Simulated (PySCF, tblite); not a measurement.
# C₃H₁₁BN₂Si₂: geometry, infrared bands and NMR shifts

Aim: predict the infrared bands and NMR shifts of C₃H₁₁BN₂Si₂ (`CB(C)N[SiH2][SiH2]C#N`).

Computed with tblite 0.8.0 and PySCF 2.14.0, with density-fitted response routines of our own, on a single molecule in the gas phase. Atoms count from 0, in the outputs and in this text.

### Step 1. Starting geometry

19 atoms, charge 0, multiplicity 1; geometry from: force field or distance geometry start.

Bonds of the start (Å): C0–B1 1.60, B1–C2 1.58, B1–N3 1.53, N3–Si4 1.79, Si4–Si5 2.23, Si5–C6 1.82, C6–N7 1.17, C0–H8 1.11, C0–H9 1.12, C0–H10 1.11, C2–H11 1.12, C2–H12 1.10, C2–H13 1.12, N3–H14 1.04, Si4–H15 1.47, Si4–H16 1.47, Si5–H17 1.47, Si5–H18 1.47.

### Step 2. Geometry optimisation with GFN2-xTB

What the job is given:

```
{"job": {"kind": "relax", "xc": "GFN2-xTB", "basis": "xTB"}, "charge": 0, "multiplicity": 1}
C     -0.874800     0.063000     1.932700
B     -1.072300     0.499900     0.404800
C     -2.371900     0.054100    -0.374300
N     -0.017800     1.399700    -0.245100
Si     0.842300     0.468600    -1.507200
Si     2.036400    -1.182300    -0.603800
C      3.121700    -0.489000     0.681200
N      3.814100    -0.046900     1.509500
H      0.060400    -0.518400     2.042400
H     -1.743000    -0.560600     2.267700
H     -0.830600     0.971800     2.567200
H     -3.281800     0.414500     0.168800
H     -2.419900    -1.047400    -0.442000
H     -2.375800     0.492200    -1.400800
H     -0.519600     2.195600    -0.693000
H      1.755000     1.377800    -2.212100
H     -0.114100    -0.084800    -2.477000
H      2.854000    -1.839700    -1.637100
H      1.127800    -2.158900     0.010700
```

Run with:

```console
$ OMP_NUM_THREADS=1 python probes_run.py task.json out
```

This one command runs all jobs of the session in turn.

**Question.** This job is followed by: GFN2-xTB harmonic vibrations, gas phase; GIAO PBE0/pcSseg-1 NMR shielding, non-relativistic, gas phase. What will the session give for the following? strongest single infrared mode (GFN2-xTB); zero-point energy (GFN2-xTB); 13C shifts against TMS (PBE0/pcSseg-1, means over atoms taken as alike); 1H shifts against TMS (PBE0/pcSseg-1, means over atoms taken as alike); 11B shifts against BF3·OEt2 (PBE0/pcSseg-1); 15N shifts against NH3 (PBE0/pcSseg-1); 29Si shifts against TMS (PBE0/pcSseg-1).

As calculated:

```
                                                               quantity                       value
                              strongest single infrared mode (GFN2-xTB)       1346 cm⁻¹, 578 km/mol
                                           zero-point energy (GFN2-xTB)               84.3 kcal/mol
13C shifts against TMS (PBE0/pcSseg-1, means over atoms taken as alike)              122.7, 8.3 ppm
 1H shifts against TMS (PBE0/pcSseg-1, means over atoms taken as alike)  5.19, 4.24, 3.47, 0.53 ppm
                            11B shifts against BF3·OEt2 (PBE0/pcSseg-1)                    52.0 ppm
                                 15N shifts against NH3 (PBE0/pcSseg-1)             369.8, 95.2 ppm
                                29Si shifts against TMS (PBE0/pcSseg-1)           -54.8, -103.3 ppm
```

**Reading.** Over 147 steps the energy fell by 1.155 eV; of the close pairs, B1–N3 changed most, 1.531 to 1.406 Å. The lowest mode is imaginary (47i cm⁻¹), so the xTB geometry is not a minimum. The strongest single mode, at 1346 cm⁻¹, moves mainly B1 and N3. Unscaled tight-binding wavenumbers are off by several per cent, some by more. Its intensities can rank the bands wrongly. C6 (nitrile carbon) lies farthest downfield among carbon, at 122.7 ppm; typical of a nitrile. At PBE0/pcSseg-1: The widest tensor belongs to N7: span 599 ppm, with a paramagnetic part of -440 ppm.
